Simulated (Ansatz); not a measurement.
This script makes a formation energy from the elements of Al3Ir and its elements with the Ansatz DFT code, driven from Python.

`formation.py`
```python
from collections import Counter
import warnings

import ansatz as az
import numpy as np

FUNCTIONAL = "lda"
TOLERANCE = 1e-07
CUTOFF = 520
KSPACING = 0.27
SMEARING = "gaussian"
WIDTH_EV = 0.1

PHASES = {
    "Al3Ir": (
        [[4.27013, 0.0, 0.0], [-2.13506, 3.69804, 0.0], [0.0, 0.0, 7.74078]],
        [
            ("Al", [0.0, 0.0, 0.25]),
            ("Al", [0.0, 0.0, 0.75]),
            ("Al", [1 / 3, 2 / 3, 0.57989]),
            ("Al", [2 / 3, 1 / 3, 0.07989]),
            ("Al", [2 / 3, 1 / 3, 0.42011]),
            ("Al", [1 / 3, 2 / 3, 0.92011]),
            ("Ir", [1 / 3, 2 / 3, 0.25]),
            ("Ir", [2 / 3, 1 / 3, 0.75]),
        ],
    ),
    "Al": (
        [[0.0, 2.02481, 2.02481], [2.02481, 0.0, 2.02481], [2.02481, 2.02481, 0.0]],
        [
            ("Al", [0.0, 0.0, 0.0]),
        ],
    ),
    "Ir": (
        [[0.0, 1.9156, 1.9156], [1.9156, 0.0, 1.9156], [1.9156, 1.9156, 0.0]],
        [
            ("Ir", [0.0, 0.0, 0.0]),
        ],
    ),
}


def build(vectors, sites):
    crystal = az.Crystal(lattice=az.Lattice.of(vectors))
    for symbol, position in sites:
        crystal = crystal.atom(symbol, position)
    return crystal


def solve(name, crystal):
    calc = (
        crystal.calculation()
        .functional(FUNCTIONAL)
        .scf(tolerance=TOLERANCE)
        .basis(CUTOFF)
        .kpoints(spacing=KSPACING)
        .occupations(SMEARING, width=WIDTH_EV)
        .stress()
    )
    calc = calc.relax(force_tolerance=0.01, fix_cell=["shape"])
    return calc.run()


def counts(outcome):
    return Counter(site.symbol for site in outcome.lattice.sites)

def formation_energy(outcome, mu):
    n = counts(outcome)
    return (outcome.report["energy_sigma0_ev"] - sum(k * mu[element] for element, k in n.items())) / sum(n.values())


def volume_per_atom(outcome):
    return abs(np.linalg.det(outcome.lattice.cell_ang)) / len(outcome.lattice.sites)

warnings.simplefilter("ignore", az.DeckWarning)

phases = {name: build(*cell) for name, cell in PHASES.items()}

done = {name: solve(name, crystal) for name, crystal in phases.items()}

references = {"Al": "Al", "Ir": "Ir"}
mu = {element: done[name].report["energy_sigma0_ev"] / len(done[name].lattice.sites) for element, name in references.items()}

target = done["Al3Ir"]
heat = formation_energy(target, mu)
for element, value in mu.items():
    print(f"mu({element}) = {value:.4f} eV from {references[element]}, {volume_per_atom(done[references[element]]):.2f} A^3/atom")
print(f"formation energy of Al3Ir: {heat:.4f} eV/atom = {96.4853 * heat:.1f} kJ/mol of atoms")
```

Is Al3Ir bound against its elements at this level, and by how much?

The formation energy is -0.692 eV an atom (-66.8 kJ per mole of atoms), so Al3Ir lies below the reference phases.

The run itself:

```console
$ python formation.py
mu(Al) = -512.8583 eV from Al, 15.74 A^3/atom
mu(Ir) = -11663.3647 eV from Ir, 13.86 A^3/atom
formation energy of Al3Ir: -0.6922 eV/atom = -66.8 kJ/mol of atoms
```

Caveats:
- Absolute energies stand on the zero of these potentials, so only differences at equal settings mean something.
- The program warned that this SCF threshold is loose for forces or stresses.
- Atoms and volume are relaxed with the cell's shape held, which in cells of lower than cubic symmetry can hide stresses and shift volumes.
- Spin-orbit coupling, which matters for elements this heavy, is left out.
- The cells come from databases of deposited and of computed structures, and not all need be stable phases.
- The compound is the structure given, not necessarily its lowest; energies are at zero temperature, with no correction for gases. A semilocal functional's error on such energies is often 0.05 to 0.1 eV an atom, and 0.1 to 0.3 eV against gases such as O2 or F2.
- The script silences the warnings on its input, which a real study should read.
- The whole script took 29 s on 1 thread of Arm Neoverse V2 (shared host), peak memory 0.49 GiB.

(Lines on the test bed's own set-up are left out of the output.)
